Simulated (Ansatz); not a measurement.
# C4H8Sn: the cost of one run

All numbers below are computed with Ansatz 0.2.0 (RKS r2SCAN/def2-SVP).

1 further run of the same task is left out (it didn't finish).

## Step 1: Starting point

Bond lengths: C1–C2 1.429 Å, C2–C3 1.420 Å, C2–C4 1.464 Å, C3–C4 1.389 Å, C4–Sn5 2.164 Å, C1–H6 1.165 Å, C1–H7 1.127 Å, C1–H8 1.062 Å, C3–H9 1.149 Å, C4–H10 1.061 Å, Sn5–H11 1.721 Å, Sn5–H12 1.754 Å, Sn5–H13 1.692 Å. Angles (14 of 24 angles, heavy atoms first): C1–C2–C3 150.0°, C1–C2–C4 152.5°, C3–C2–C4 57.6°, C2–C3–C4 62.8°, C2–C4–C3 59.6°, C2–C4–Sn5 109.5°, C3–C4–Sn5 112.7°, C2–C1–H6 110.8°, C2–C1–H7 110.3°, C2–C1–H8 112.9°, C2–C3–H9 150.6°, C4–C3–H9 146.5°, C2–C4–H10 112.3°, C3–C4–H10 116.7°.

As a file:

```xyz
13

C    -1.7154    0.9962    0.4753
C    -0.3140    0.7165    0.4680
C     0.8918    0.4599    1.1725
C     0.9536    0.4514   -0.2155
Sn    0.9260   -1.5489   -1.0416
H    -1.9289    2.0316    0.9655
H    -2.0992    1.1013   -0.5796
H    -2.2809    0.2639    0.9963
H     1.4763    0.3706    2.1581
H     1.3504    1.3190   -0.6801
H     0.1457   -1.5387   -2.5757
H     0.0780   -2.6145    0.0643
H     2.5370   -2.0430   -1.1927
```

## Step 2: End point A

input.yaml

```yaml
crystal:
  periodic: [false, false, false]
  atoms:
    - { symbol: C, position_ang: [-1.7154, 0.9962, 0.4753] }
    - { symbol: C, position_ang: [-0.314, 0.7165, 0.468] }
    - { symbol: C, position_ang: [0.8918, 0.4599, 1.1725] }
    - { symbol: C, position_ang: [0.9536, 0.4514, -0.2155] }
    - { symbol: Sn, position_ang: [0.926, -1.5489, -1.0416] }
    - { symbol: H, position_ang: [-1.9289, 2.0316, 0.9655] }
    - { symbol: H, position_ang: [-2.0992, 1.1013, -0.5796] }
    - { symbol: H, position_ang: [-2.2809, 0.2639, 0.9963] }
    - { symbol: H, position_ang: [1.4763, 0.3706, 2.1581] }
    - { symbol: H, position_ang: [1.3504, 1.319, -0.6801] }
    - { symbol: H, position_ang: [0.1457, -1.5387, -2.5757] }
    - { symbol: H, position_ang: [0.078, -2.6145, 0.0643] }
    - { symbol: H, position_ang: [2.537, -2.043, -1.1927] }
basis:
  gaussian: { orbitals: def2-SVP }
hamiltonian:
  xc: r2scan
relax:
  f_tol: 0.015
  max_steps: 40
```

Command:

```sh
> ansatz run input.yaml --threads 2 --pin off --max-ram 3072MiB --backend cpu --events-out ev --progress --plain --runs-dir out
```

Q: Estimate wall time and peak memory on 2 threads of Arm Neoverse V2, shared host.

About 1.9 min, with a peak of 0.19 GiB.
